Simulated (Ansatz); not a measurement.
# CoSi+ (triplet): the correlation ladder, def2-QZVPP

An exercise on one series of results from a longer session: the logs are not shown, and one member is left open.

Computed with Ansatz 0.2.0, Gaussian basis. Level: def2-QZVPP, core rule «outside noble gas», up to 14 orbitals frozen.

The runs, in order: UHF; ROHF; CCSD(T) on UHF.

## The system

The geometry is a PBE0/def2-TZVP stationary point (not a proven minimum) of the parent state, kept for this charge and spin.

2 atoms, charge 1, spin multiplicity 3.

Atoms are counted from 1 here; the program's logs count them from 0.

Bond lengths: Co1–Si2 2.358 Å.

Set-up of the first run:

The input, in.yaml:

```yaml
crystal:
  periodic: [false, false, false]
  atoms:
    - {symbol: Co, position_ang: [0.000000, 0.000000, 0.000000]}
    - {symbol: Si, position_ang: [0.000000, 0.000000, 2.357600]}
basis:
  gaussian: {orbitals: "def2-QZVPP.json"}
total_charge: 1
magnetization: {spin_polarized: true, initial_magnetization: 2}
hamiltonian: {xc: hf}
output: {orbitals: {seedname: orbitals}}
```

Launch:

```bash
ansatz run in.yaml --threads 1 --pin off --events-out ev --progress --plain --max-ram 4096MiB --backend cpu
```

Steps of the session up to this table: UHF; ROHF; CCSD(T) on UHF.

One of the session's tables, all rows but one given; the rest of the session is left out.

It belongs to the step «Misses and costs». 

| method | from UCCSD(T) (kJ/mol) |
| --- | --- |
| ROHF | +1166.4 |
| UMP2 | ? |
| UCCSD | +71.5 |
| UCCSD(T) | 0 |

**Question.** Estimate the row for UMP2.

The run gave: from UCCSD(T) (kJ/mol): +82.0. In the column «from UCCSD(T) (kJ/mol)» it lies between UCCSD (+71.5) and ROHF (+1166.4).

Left out of the table: UHF (another determinant or state than the rows shown).

The program flags UCCSD(T) as in doubt (see the logs), so the zero of the table is itself unsure.

Caveats from the session: The determinant of HF (⟨S²⟩ 3.44) is far from a pure spin state, so its energy mixes those of several spin states; that is harmless only where they are near-degenerate. The determinant of CCSD(T) (⟨S²⟩ 2.88) is far from a pure spin state, so its energy mixes those of several spin states; high orders of coupled cluster remove much of that, low ones don't. The program flags UCCSD(T) as in doubt, so the zero of the table is itself unsure. Warnings: spin contamination; coupled cluster took another determinant than the lowest.
